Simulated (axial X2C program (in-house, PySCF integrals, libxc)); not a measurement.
**SeP: EOM-IP-CCSD levels**

Aim: EOM-IP-CCSD levels of SeP, with spin–orbit coupling in the Hamiltonian from the start.

The runs use an in-house X2C program for linear molecules on PySCF integrals; two-component X2C with atomic mean-field terms, Se dyall-acv3z, P dyall-av3z.

All values are calculated.

## (1) Set-up

Contents of task.json:

```json
{"zs": [34, 15], "q": 0, "bas": ["dyall-acv3z", "dyall-av3z"], "r0": 2.09, "eom": "ip", "rq": -1, "thr": -2.0, "nmax": 95, "grid": [1, 0.96, 1.045, 0.92, 1.09, 1.15]}
```

Keys: zs atomic numbers; q charge; bas basis sets; r0 starting distance in Å; eom kind of EOM run; thr threshold in hartree for freezing inner shells (an s shell follows its p shell); nmax most natural virtual spinors; grid distances as factors.

Launch:

```console
> python soeom.py task.json out
```

Nuclei are Gaussian, cores are contracted, and the Gaunt term is on.

## (2) EOM-IP-CCSD at 2.146 Å

Reference: the closed shell SeP⁻; 12 electrons correlated, 94 virtual spinors; roots sought by Ω: 1/2: 4, 3/2: 3, 5/2: 1.

Output:

```text
two-component X2C + atomic mean field  HF
basis functions 180  fitting functions 985  grid points 5080
iter        total energy     max residual
   1      -2761.696687809     1.53e+01
   2      -2763.849817397     1.42e+01
   3      -2765.572332649     1.22e+01
   4      -2766.804230516     1.00e+01
   5      -2768.418206107     4.81e+00
   6      -2768.793991714     1.25e+00
   7      -2768.837754084     2.57e-01
   8      -2768.869359758     1.51e-01
   9      -2768.876157229     9.17e-02
  10      -2768.878447738     3.80e-02
  11      -2768.878934569     2.29e-02
  12      -2768.879031499     8.87e-03
  13      -2768.879051424     6.09e-03
  14      -2768.879054662     1.89e-03
  15      -2768.879055684     1.07e-03
  16      -2768.879056015     6.94e-04
  17      -2768.879056097     3.48e-04
  18      -2768.879056123     3.08e-04
  19      -2768.879056133     1.51e-04
  20      -2768.879056136     5.01e-05
  21      -2768.879056137     1.77e-05
  22      -2768.879056137     1.11e-05
  23      -2768.879056137     6.58e-06
  24      -2768.879056137     5.41e-06
  25      -2768.879056137     3.40e-06
  26      -2768.879056137     1.78e-06
converged
one-electron -4113.07630460  Coulomb 1329.11171520  exact exchange -109.73121145  xc functional 0.00000000  nuclear repulsion 125.75972860  atomic mean-field constant -0.94298388
correlated 12  virtual 246  natural virtual 94  E(MP2) -0.301665512  MP2 remainder -0.012091067
iter   CCSD correlation   residual
   1     -0.303145825   1.63e-01
   2     -0.313366806   7.76e-02
   3     -0.317138455   4.49e-02
   4     -0.317499320   2.46e-02
   5     -0.317795508   1.28e-02
   6     -0.317832609   5.57e-03
   7     -0.317846922   2.11e-03
   8     -0.317857634   1.03e-03
   9     -0.317843781   4.61e-04
  10     -0.317847294   1.89e-04
  11     -0.317846073   6.85e-05
  12     -0.317847520   2.86e-05
  13     -0.317847481   1.21e-05
  14     -0.317847514   5.09e-06
  15     -0.317847576   2.41e-06
  16     -0.317847608   1.27e-06
  17     -0.317847632   6.56e-07
  18     -0.317847643   3.10e-07
(T) -0.020749631  T1 0.0308  D1 0.0688  max T2 0.170
EOM-IP-CCSD roots
2*Omega      energy/Eh   energy/eV  one-particle weight
    1       0.05426935      1.4767      0.929
    1       0.16009958      4.3565      0.856
    1       0.18417218      5.0116      0.908
    1       0.23721822      6.4550      0.000
    3       0.13926005      3.7895      0.765
    3       0.16511307      4.4930      0.088
    3       0.25521245      6.9447      0.000
    5       0.22106654      6.0155      0.000
```

T1 in the output is the amplitude norm over the root of the electron number; divide by √2 for the Lee–Taylor value.

```
  Ω  vertical IE (eV)  above lowest (cm⁻¹)                          spinor  weight
1/2             1.477                    0  48% P pπ, 25% Se pπ, 11% Se dπ    0.93
3/2             3.789                18650    65% Se pπ, 24% P pπ, 6% P dπ    0.77
1/2             4.357                23230             58% Se pπ, 33% P pπ    0.86
1/2             5.012                28510   42% P pσ, 39% Se pσ, 10% P sσ    0.91
```

Wall time 13 s (1 thread of Arm Neoverse N1, shared host); peak memory 0.76 GiB.

## (3) EOM-IP-CCSD at 2.060 Å

```csv
Ω,vertical IE (eV),above lowest (cm⁻¹),spinor,weight
1/2,1.266,0,"47% P pπ, 23% Se pπ, 13% Se dπ",0.93
1/2,4.571,26660,"56% Se pπ, 32% P pπ",0.86
1/2,5.039,30430,"41% P pσ, 36% Se pσ, 11% P sσ",0.90
```

It took 13 s on 1 thread of Arm Neoverse N1, shared host; peak memory 0.77 GiB.

## (4) EOM-IP-CCSD at 2.243 Å

| Ω | vertical IE (eV) | above lowest (cm⁻¹) | spinor | weight |
| --- | --- | --- | --- | --- |
| 1/2 | 1.699 | 0 | 49% P pπ, 28% Se pπ, 9% Se dπ | 0.92 |
| 3/2 | 3.594 | 15290 | 68% Se pπ, 22% P pπ | 0.85 |
| 1/2 | 4.151 | 19780 | 58% Se pπ, 34% P pπ | 0.85 |
| 1/2 | 4.964 | 26340 | 43% P pσ, 42% Se pσ, 8% P sσ | 0.91 |

Run time: 14 s. Hardware: 1 thread of Arm Neoverse N1, shared host; peak memory 0.81 GiB.

## (5) EOM-IP-CCSD at 1.974 Å

```csv
Ω,vertical IE (eV),above lowest (cm⁻¹),spinor,weight
1/2,1.045,0,"45% P pπ, 22% Se pπ, 15% Se dπ",0.94
3/2,4.436,27350,"60% Se pπ, 27% P pπ, 7% P dπ",0.77
1/2,4.812,30380,"49% Se pπ, 29% P pπ",0.86
1/2,5.061,32390,"37% P pσ, 30% Se pσ, 12% P sσ",0.89
```

Run time: 12 s. Hardware: 1 thread of Arm Neoverse N1, shared host; peak memory 0.81 GiB.

## (6) EOM-IP-CCSD at 2.339 Å

```csv
Ω,vertical IE (eV),above lowest (cm⁻¹),spinor,weight
1/2,1.903,0,"49% P pπ, 31% Se pπ, 8% P dπ",0.92
3/2,3.410,12150,"72% Se pπ, 20% P pπ",0.87
1/2,3.982,16770,"57% Se pπ, 36% P pπ",0.85
1/2,4.901,24180,"44% P pσ, 43% Se pσ, 6% P sσ",0.91
```

Run time: 14 s. Hardware: 1 thread of Arm Neoverse N1, shared host; peak memory 0.81 GiB.

## (7) EOM-IP-CCSD at 2.468 Å

| Ω | vertical IE (eV) | above lowest (cm⁻¹) | spinor | weight |
| --- | --- | --- | --- | --- |
| 1/2 | 2.148 | 0 | 47% P pπ, 37% Se pπ, 7% P dπ | 0.90 |
| 3/2 | 3.193 | 8430 | 76% Se pπ, 16% P pπ | 0.88 |
| 1/2 | 3.813 | 13430 | 54% Se pπ, 41% P pπ | 0.83 |
| 1/2 | 4.799 | 21390 | 46% P pσ, 44% Se pσ | 0.92 |

Run time: 15 s. Hardware: 1 thread of Arm Neoverse N1, shared host; peak memory 0.81 GiB.

## (8) Curves of the states

Energies in eV from the lowest point of the lowest state; states are followed by energy order within each Ω.

| R (Å) | (1)Ω=1/2 | (2)Ω=1/2 | (3)Ω=1/2 |
| --- | --- | --- | --- |
| 1.974 | 0.0680 | 3.8350 | 4.0841 |
| 2.060 | 0.0000 | 3.3050 | 3.7728 |
| 2.146 | 0.1226 | 3.0024 | 3.6575 |
| 2.243 | 0.4098 | 2.8622 | 3.6755 |
| 2.339 | 0.7926 | 2.8719 | 3.7909 |
| 2.468 | 1.3761 | 3.0412 | 4.0278 |

Constants where the minimum is well bracketed (masses 79.917 and 30.974 u):

```csv
state,Te (cm⁻¹),Re (Å),ωe (cm⁻¹)
(1)Ω=1/2,0,2.043,581
(3)Ω=1/2,29470,2.178,417
```

## (9) Results

| quantity | value |
| --- | --- |
| lowest root at 2.146 Å | Ω = 1/2, 1.477 eV |
| next root led by one particle | Ω = 3/2, about 18650 cm⁻¹ higher |
| T1 of the reference | 0.022 |
| lowest state, Re and ωe | 2.043 Å, 581 cm⁻¹ |

In words: Removing an electron from the reference determinant of SeP⁻ costs 1.48 eV and empties a spinor of 48% P pπ, 25% Se pπ, 11% Se dπ. The closed-shell reference lies 0.54 eV above the lowest determinant found, so these energies count from an excited configuration. Errors of 0.1 to 0.3 eV are usual at this size, and roots led by higher excitations are left out, so the list is incomplete, and low states of that kind can be missing. T1 or the largest double amplitude of the reference is raised, which lowers the reliability. The bond is 0.109 Å shorter than in the closed-shell reference at CCSD (2.152 Å).
